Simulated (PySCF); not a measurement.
**C2H5B3O2: electronic excitations and core binding energies**

Wanted: the electronic excitations and core binding energies of C2H5B3O2 (`BOB(C#C)OB`), by calculation.

Computed with PySCF 2.14.0, with density-fitted response routines of our own, on a single molecule in the gas phase. Atoms count from 0, in the outputs and in this text.

### Step 1. The molecule as given

12 atoms, charge 0, multiplicity 1; geometry from: GFN2-xTB.

Bonds of the start (Å): B0–O1 1.30, O1–B2 1.33, B2–C3 1.54, C3–C4 1.20, B2–O5 1.33, O5–B6 1.30, B0–H7 1.18, B0–H8 1.18, C4–H9 1.05, B6–H10 1.18, B6–H11 1.18.

### Step 2. Excited states and response: CAM-B3LYP/def2-SVPD

Job settings and geometry (Å):

```
{"job": {"kind": "uv", "xc": "CAM-B3LYP", "basis": "def2-SVPD", "nstates": 8, "ntriplets": 3}, "charge": 0, "multiplicity": 1}
B     -1.446479    -2.073026     0.119111
O     -0.792025    -0.951841     0.132956
B     -0.094842     0.180373     0.140294
C     -0.834586     1.533856     0.146048
C     -1.414499     2.586117     0.154236
O      1.234524     0.151309     0.142651
B      2.531142     0.087785     0.165565
H     -1.750001    -2.585502     1.140213
H     -1.740997    -2.565397    -0.914474
H     -1.921400     3.507968     0.160870
H      3.132610     0.062652    -0.851783
H      3.097752     0.065019     1.203007
```

Level: TDDFT CAM-B3LYP/def2-SVPD, vertical, gas phase, core orbitals frozen in the response.

The run is started by

```
$ OMP_NUM_THREADS=1 python probes_run.py task.json out
```

One launch serves the whole session: the jobs run in the order shown.

The program printed:

```text
coarse grid: 10704 points
cycle   1  E = -303.7450174532  dE =  1.122e+00  |g| = 8.175e-01  |ddm| = 9.958e+00
cycle   2  E = -303.6888110137  dE =  5.621e-02  |g| = 1.028e+00  |ddm| = 2.440e+00
cycle   3  E = -303.8745627651  dE = -1.858e-01  |g| = 8.402e-02  |ddm| = 1.110e+00
cycle   4  E = -303.8758381641  dE = -1.275e-03  |g| = 4.911e-02  |ddm| = 3.302e-01
cycle   5  E = -303.8763616718  dE = -5.235e-04  |g| = 2.066e-02  |ddm| = 1.016e-01
cycle   6  E = -303.8764638445  dE = -1.022e-04  |g| = 1.858e-03  |ddm| = 3.812e-02
cycle   7  E = -303.8764649733  dE = -1.129e-06  |g| = 2.791e-04  |ddm| = 1.080e-02
final grid: 105320 points
cycle   8  E = -303.9500288949  dE = -4.225e-05  |g| = 2.118e-03  |ddm| = 1.554e-01
cycle   9  E = -303.9500293094  dE = -4.145e-07  |g| = 2.286e-03  |ddm| = 1.458e-02
cycle  10  E = -303.9500302510  dE = -9.416e-07  |g| = 2.649e-04  |ddm| = 3.564e-03
cycle  11  E = -303.9500302706  dE = -1.966e-08  |g| = 1.613e-04  |ddm| = 1.172e-03
cycle  12  E = -303.9500302764  dE = -5.785e-09  |g| = 2.648e-05  |ddm| = 3.853e-04
cycle  13  E = -303.9500302766  dE = -1.672e-10  |g| = 1.449e-05  |ddm| = 8.808e-05
converged SCF energy = -303.9500302766

Static polarisability (au): isotropic 71.740, principal 54.163 77.278 83.780

Singlet excitations
state   eV       nm        f      main configurations
  1   5.6203    220.6   0.00000   H-2->L+1 0.94
  2   5.8470    212.0   0.00000   H->L 0.69, H-3->L+2 0.14, H-1->L+2 0.13
  3   5.9646    207.9   0.00004   H->L+2 0.57, H-3->L 0.20, H-1->L 0.19
  4   6.2580    198.1   0.06227   H-1->L+1 0.63, H-2->L+6 0.19
  5   6.8480    181.1   0.00000   H-1->L+6 0.54, H-1->L+2 0.15, H-1->L+4 0.12
  6   7.1847    172.6   0.27514   H->L+1 0.96
  7   7.6889    161.3   0.00419   H-2->L 0.81, H-2->L+3 0.14
  8   7.7473    160.0   0.02051   H-1->L 0.67, H->L+2 0.13, H-1->L+3 0.13

Triplet excitations (Tamm-Dancoff, eV): 4.8444 5.1996 5.3327
```

Run time: 43 s. Hardware: 1 thread of Arm Neoverse N1, shared host; peak memory 0.79 GiB.

Frontier orbitals and where they lie:

```
orbital      eV                      atoms
 HOMO−3  -10.85  B6 14 %, B0 14 %, C3 12 %
 HOMO−2   -9.91   C4 44 %, C3 43 %, H9 4 %
 HOMO−1   -9.83   C3 34 %, C4 33 %, O5 5 %
   HOMO   -9.72  O1 18 %, O5 18 %, B0 14 %
   LUMO    0.14  B6 21 %, B0 21 %, O5 15 %
 LUMO+1    0.18  C4 24 %, C3 22 %, B2 21 %
 LUMO+2    0.48  B0 24 %, B6 24 %, O1 11 %
```

With each of the 8 states as a Gaussian band of 0.4 eV half-width at 1/e, the curve within the window shown has maxima at 197 nm (ε 2,600), 172 nm (ε 11,000) L/(mol cm). Beyond the last state computed it falls off for lack of states. The curve at chosen wavelengths:

```csv
nm,ε (L/mol/cm)
154,656
158,1668
161,3140
165,6451
169,10067
172,11292
176,9909
180,6590
183,4338
187,2676
191,2348
194,2479
198,2575
202,2309
206,1756
209,1291
213,757
217,392
220,222
224,95
228,37
231,18
235,6
239,2
242,1
246,0
```

Further results of this job:

```
           property  computed
  dipole moment (D)      0.80
polarisability (Å³)     10.63
 HOMO–LUMO gap (eV)      9.86
      −ε(HOMO) (eV)      9.72
```

### Step 3. Core holes by ΔSCF: SCAN, X2C

Settings changed since step 2:

```diff
@@ -1,2 +1,2 @@
-{"job": {"kind": "uv", "xc": "CAM-B3LYP", "basis": "def2-SVPD", "nstates": 8, "ntriplets": 3}, "charge": 0, "multiplicity": 1}
+{"job": {"kind": "xps"}, "charge": 0, "multiplicity": 1}
 B     -1.446479    -2.073026     0.119111
```

Level: delta-SCF UKS SCAN, pcX-2 on the ionised atom, pcseg-1 elsewhere, spin-free X2C.

The program printed:

```text
ground state, core basis on atom 0 (B), 154 functions
  cycle   1  E = -304.11542719  |g| = 8.35e-01
  cycle   2  E = -303.81656762  |g| = 1.48e+00
  cycle   3  E = -304.23364587  |g| = 2.75e-01
  cycle   4  E = -304.25066258  |g| = 1.19e-01
  cycle   5  E = -304.25365748  |g| = 5.47e-02
  cycle   6  E = -304.25445004  |g| = 4.03e-03
  cycle   7  E = -304.25445416  |g| = 1.05e-03
  cycle   8  E = -304.25445314  |g| = 9.24e-04
  cycle   9  E = -304.25445427  |g| = 2.37e-04
  E(ground) = -304.26966934 Eh
hole in B 1s of atom 0
  cycle   1  E = -296.61420802  |g| = 1.15e+00
  cycle   2  E = -294.94795463  |g| = 1.77e+00
  cycle   3  E = -296.79033932  |g| = 6.00e-01
  cycle   4  E = -296.94199477  |g| = 3.78e-01
  cycle   5  E = -296.98730225  |g| = 2.16e-01
  cycle   6  E = -296.80682713  |g| = 3.92e-01
  cycle   7  E = -297.00630441  |g| = 8.50e-02
  cycle   8  E = -297.00916399  |g| = 4.94e-02
  cycle   9  E = -297.01054214  |g| = 3.46e-02
  cycle  10  E = -297.01128938  |g| = 1.56e-02
  cycle  11  E = -297.01141490  |g| = 1.59e-02
  cycle  12  E = -297.01145807  |g| = 1.58e-02
  cycle  13  E = -297.01163086  |g| = 7.82e-03
  cycle  14  E = -297.01167615  |g| = 3.33e-03
  cycle  15  E = -297.01168621  |g| = 2.06e-03
  cycle  16  E = -297.01169005  |g| = 5.10e-04
  cycle  17  E = -297.01169023  |g| = 5.08e-04
  cycle  18  E = -297.01169026  |g| = 3.74e-04
  E(ion) = -297.02647822 Eh   <S^2> = 0.9429   hole on atom = 1.000   binding energy = 197.097 eV
ground state, core basis on atom 1 (O), 154 functions
  cycle   1  E = -304.29010356  |g| = 1.15e-01
  cycle   2  E = -304.28689536  |g| = 1.53e-01
  cycle   3  E = -304.29057017  |g| = 4.83e-02
  cycle   4  E = -304.29080695  |g| = 2.80e-02
  cycle   5  E = -304.29101300  |g| = 2.47e-03
  cycle   6  E = -304.29101343  |g| = 5.58e-04
  cycle   7  E = -304.29101384  |g| = 1.39e-04
  E(ground) = -304.30170176 Eh
hole in O 1s of atom 1
  cycle   1  E = -283.64472114  |g| = 2.23e+00
  cycle   2  E = -283.13928140  |g| = 2.19e+00
  cycle   3  E = -284.27251484  |g| = 6.34e-01
  cycle   4  E = -284.21672810  |g| = 6.52e-01
  cycle   5  E = -284.45765687  |g| = 1.33e-01
  cycle   6  E = -284.46475140  |g| = 7.13e-02
  cycle   7  E = -284.46664506  |g| = 1.77e-02
  cycle   8  E = -284.46679004  |g| = 4.19e-03
  cycle   9  E = -284.46679846  |g| = 9.64e-04
  cycle  10  E = -284.46679910  |g| = 3.81e-04
  E(ion) = -284.47830730 Eh   <S^2> = 0.7608   hole on atom = 1.000   binding energy = 539.422 eV
ground state, core basis on atom 2 (B), 154 functions
  cycle   1  E = -304.25650182  |g| = 1.27e-01
  cycle   2  E = -304.25021634  |g| = 2.19e-01
  cycle   3  E = -304.25895676  |g| = 2.09e-02
  cycle   4  E = -304.25898925  |g| = 1.64e-02
  cycle   5  E = -304.25903480  |g| = 7.86e-03
  cycle   6  E = -304.25905170  |g| = 1.40e-03
  cycle   7  E = -304.25905164  |g| = 3.68e-04
  E(ground) = -304.27340804 Eh
hole in B 1s of atom 2
  cycle   1  E = -296.55962103  |g| = 1.18e+00
  cycle   2  E = -295.08143203  |g| = 1.94e+00
  cycle   3  E = -296.74642168  |g| = 6.26e-01
  cycle   4  E = -296.84321804  |g| = 4.55e-01
  cycle   5  E = -296.95260309  |g| = 1.41e-01
  cycle   6  E = -296.96452622  |g| = 2.48e-02
  cycle   7  E = -296.96482881  |g| = 1.46e-02
  cycle   8  E = -296.96494174  |g| = 1.14e-02
  cycle   9  E = -296.96499901  |g| = 5.62e-03
  cycle  10  E = -296.96502615  |g| = 2.26e-03
  cycle  11  E = -296.96503481  |g| = 1.71e-03
  cycle  12  E = -296.96503881  |g| = 1.05e-03
  cycle  13  E = -296.96504159  |g| = 6.00e-04
  cycle  14  E = -296.96504449  |g| = 3.43e-04
  E(ion) = -296.98074582 Eh   <S^2> = 0.7935   hole on atom = 1.000   binding energy = 198.443 eV
ground state, core basis on atom 3 (C), 154 functions
  cycle   1  E = -304.26388079  |g| = 5.86e-02
  cycle   2  E = -304.26335083  |g| = 4.93e-02
  cycle   3  E = -304.26299466  |g| = 6.07e-02
  cycle   4  E = -304.26396215  |g| = 6.43e-03
  cycle   5  E = -304.26397197  |g| = 7.91e-04
  cycle   6  E = -304.26397120  |g| = 1.48e-04
  E(ground) = -304.27868549 Eh
hole in C 1s of atom 3
  cycle   1  E = -293.02165707  |g| = 1.51e+00
  cycle   2  E = -288.71871829  |g| = 2.59e+00
  cycle   3  E = -292.98242851  |g| = 8.76e-01
  cycle   4  E = -293.34200681  |g| = 7.28e-01
  cycle   5  E = -293.56288670  |g| = 2.29e-01
  cycle   6  E = -293.58600367  |g| = 5.54e-02
  cycle   7  E = -293.58793979  |g| = 2.10e-02
  cycle   8  E = -293.58833556  |g| = 1.44e-02
  cycle   9  E = -293.58859541  |g| = 8.05e-03
  cycle  10  E = -293.58876348  |g| = 5.76e-03
  cycle  11  E = -293.58881060  |g| = 4.93e-03
  cycle  12  E = -293.58882754  |g| = 2.12e-03
  cycle  13  E = -293.58883013  |g| = 4.67e-04
  E(ion) = -293.60205441 Eh   <S^2> = 0.8533   hole on atom = 1.000   binding energy = 290.526 eV
ground state, core basis on atom 4 (C), 154 functions
  cycle   1  E = -304.26346351  |g| = 6.49e-02
  cycle   2  E = -304.26132900  |g| = 9.61e-02
  cycle   3  E = -304.26317213  |g| = 4.67e-02
  cycle   4  E = -304.26374972  |g| = 7.28e-03
  cycle   5  E = -304.26376161  |g| = 1.37e-03
  cycle   6  E = -304.26376282  |g| = 3.01e-04
  E(ground) = -304.27847325 Eh
hole in C 1s of atom 4
  cycle   1  E = -293.00664618  |g| = 1.50e+00
  cycle   2  E = -288.97023444  |g| = 2.48e+00
  cycle   3  E = -293.14352724  |g| = 8.13e-01
  cycle   4  E = -293.30366163  |g| = 7.53e-01
  cycle   5  E = -293.55673434  |g| = 2.41e-01
  cycle   6  E = -293.57849469  |g| = 9.37e-02
  cycle   7  E = -293.58222878  |g| = 3.57e-02
  cycle   8  E = -293.58299480  |g| = 1.24e-02
  cycle   9  E = -293.58322642  |g| = 8.18e-03
  cycle  10  E = -293.58335726  |g| = 4.79e-03
  cycle  11  E = -293.58341337  |g| = 2.16e-03
  cycle  12  E = -293.58341548  |g| = 2.46e-03
  cycle  13  E = -293.58341723  |g| = 7.85e-04
  cycle  14  E = -293.58341920  |g| = 8.71e-05
  E(ion) = -293.59735197 Eh   <S^2> = 0.8442   hole on atom = 1.000   binding energy = 290.648 eV
```

Wall time 91 s (1 thread of Arm Neoverse N1, shared host); peak memory 0.62 GiB.

Binding energies by hole, beside the orbital energy of the ground state; the difference holds orbital relaxation and, for a density functional, its self-interaction error:

```
     hole  stands for             environment          ΔSCF (eV)  −ε (eV)   ⟨S²⟩
B1s on B0      B0, B6  boron bonded to O, 2 H  197.10 (doubtful)    181.0  0.943
O1s on O1      O1, O5    oxygen bonded to 2 B             539.42    517.8  0.761
B1s on B2          B2  boron bonded to C, 2 O             198.44    182.6  0.793
C1s on C3          C3           alkyne carbon  290.53 (doubtful)    273.6  0.853
C1s on C4          C4  terminal alkyne carbon             290.65    273.9  0.844
```

Each hole run stands for the others of its class of like atoms.

Doubtful: the ion did not converge, its hole moved, or its ⟨S²⟩ is well above 0.75.

### Step 4. Outcome

| quantity | value |
| --- | --- |
| lowest singlet (CAM-B3LYP/def2-SVPD) | 5.62 eV (221 nm), f = 0.000 |
| brightest single state of those computed | state 6, 7.18 eV, f = 0.275 |
| lowest triplet | 4.84 eV |
| O1s binding energies, SCAN/pcX-2 | O1 539.42 eV |
| B1s binding energies, SCAN/pcX-2 (standing for 1 of 3 atoms) | B2 198.44 eV |
| C1s binding energies, SCAN/pcX-2 (standing for 1 of 2 atoms) | C4 290.65 eV |

What this shows: The first singlet state (HOMO−2→LUMO+1 0.94) lies at 5.62 eV and is dark; of the 8 states computed, the strongest absorption comes from state 6 at 7.18 eV. The lowest triplet lies 0.78 eV below the lowest singlet (triplets in Tamm-Dancoff, singlets in full TDDFT).
